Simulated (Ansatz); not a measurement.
Task: a comparison of enthalpies under pressure of two structures of TiB2, with Ansatz 0.2.0, Python API. Give the script and its output. Level of theory (first run): PBEsol, norm-conserving potentials, the default cutoff (1143 eV here), 10×10×8 k-points, Fermi-Dirac smearing of 0.05 eV.

`run_transition.py`:
```python
"""Enthalpies of two structures of TiB2 under pressure."""

import csv

import ansatz as az
import numpy as np


def alb2(first, second, a):
    return (
        az.Lattice.from_parameters(a, a, 1.1 * a, alpha=90, beta=90, gamma=120)
        .space_group(191)
        .atom(first, (0, 0, 0))
        .atom(second, (1 / 3, 2 / 3, 0.5))
    )


def fluorite(a_site, b_site, a):
    return (
        az.Lattice.fcc(a)
        .space_group(225)
        .atom(a_site, (0, 0, 0))
        .atom(b_site, (0.25, 0.25, 0.25))
        .primitive()
    )


def compute(name, crystal, pressure=0.0):
    calc = (
        crystal.calculation()
        .functional("pbesol")
        .pseudopotentials("nc")
        .accuracy("medium")  # preset for grids and thresholds
        .scf(tolerance=1e-06, extra_bands=12)
        .kpoints(spacing=0.26)  # sampling of the Brillouin zone
        .occupations("fermi_dirac", width=0.05)
    )
    calc = calc.relax(force_tolerance=0.03, cell=True, pressure=pressure)
    return calc.run()


def volume_per_atom(outcome):
    return abs(np.linalg.det(outcome.lattice.cell_ang)) / len(outcome.lattice.sites)


def main() -> None:
    phases = {}
    phases["AlB2"] = alb2("Ti", "B", 3.0)
    phases["fluorite"] = fluorite("Ti", "B", 4.76)

    # enthalpy per atom at each pressure
    pressures = [0, 15, 30, 45]
    enthalpy, volume = {name: [] for name in phases}, {name: [] for name in phases}
    for p in pressures:
        for name, crystal in phases.items():
            o = compute(name, crystal, pressure=p)
            volume[name].append(volume_per_atom(o))
            enthalpy[name].append(o.report["energy_sigma0_ev"] / len(o.lattice.sites) + p * volume[name][-1] / 160.21766)
    gap = np.array(enthalpy["fluorite"]) - np.array(enthalpy["AlB2"])
    rows = [(p, va, vb, 1000 * d) for p, va, vb, d in zip(pressures, volume["AlB2"], volume["fluorite"], gap)]
    with open("transition.csv", "w", newline="") as handle:
        writer = csv.writer(handle)
        writer.writerow(["P (GPa)", "V AlB2 (A^3/atom)", "V fluorite (A^3/atom)", "H(fluorite) - H(AlB2) (meV/atom)"])
        writer.writerows([round(v, 4) if isinstance(v, float) else v for v in row] for row in rows)
    print(open("transition.csv").read())
    crossings = [p0 - g0 * (p1 - p0) / (g1 - g0) for p0, p1, g0, g1 in zip(pressures, pressures[1:], gap, gap[1:]) if g0 * g1 < 0]
    print("crossing near", [round(float(p), 1) for p in crossings], "GPa") if crossings else print("no crossing in this range")


if __name__ == "__main__":
    main()
```

```console
$ python run_transition.py
DeckWarning: basis.ecutwfc = 1142.878222 eV, auto-derived from the records' recommended cutoffs: set by Ti (normal level)
DeckWarning: scf.convergence.dr2_threshold = 1e-6 eV is looser than this run's default, which is 1e-7 eV or tighter. The error in the forces grows as the threshold's square root, so leave the key out unless less accurate forces are enough
DeckWarning: relax.cell: scf.convergence.dr2_threshold = 1e-6 eV is looser than the 3e-10 eV advised for a relaxation that steers and ends on the stress (1e-10 eV for each atom of the cell: 3). What an SCF threshold leaves in a stress goes as its square root, and in the free energy as the threshold itself, and one [...]
P (GPa),V AlB2 (A^3/atom),V fluorite (A^3/atom),H(fluorite) - H(AlB2) (meV/atom)
0,8.388,10.7289,1761.6442
15,7.9667,9.8956,1959.2517
30,7.6286,9.2913,2126.2942
45,7.3471,8.8182,2272.4025

no crossing in this range
```
(Warnings from the package without file and line, shortened.)

Caveats:
- The settings weren't tested for convergence.
- At a fixed pressure a relaxation lowers the enthalpy F + PV, while F alone can rise.
- For the metals among these phases the mesh is modest: differences between phases can be off by up to 40 meV an atom.
- Only these two structures are compared, at zero temperature and with their symmetry kept; either may be hypothetical, and another phase may be lower than both. Differences under about 40 meV an atom lie within the error of mesh and functional.
- The cells are prototypes set up for this calculation and needn't exist.
- Wall time of the script: 2.9 min on 1 thread of Arm Neoverse V1, with other jobs on the host, peak memory 0.48 GiB.
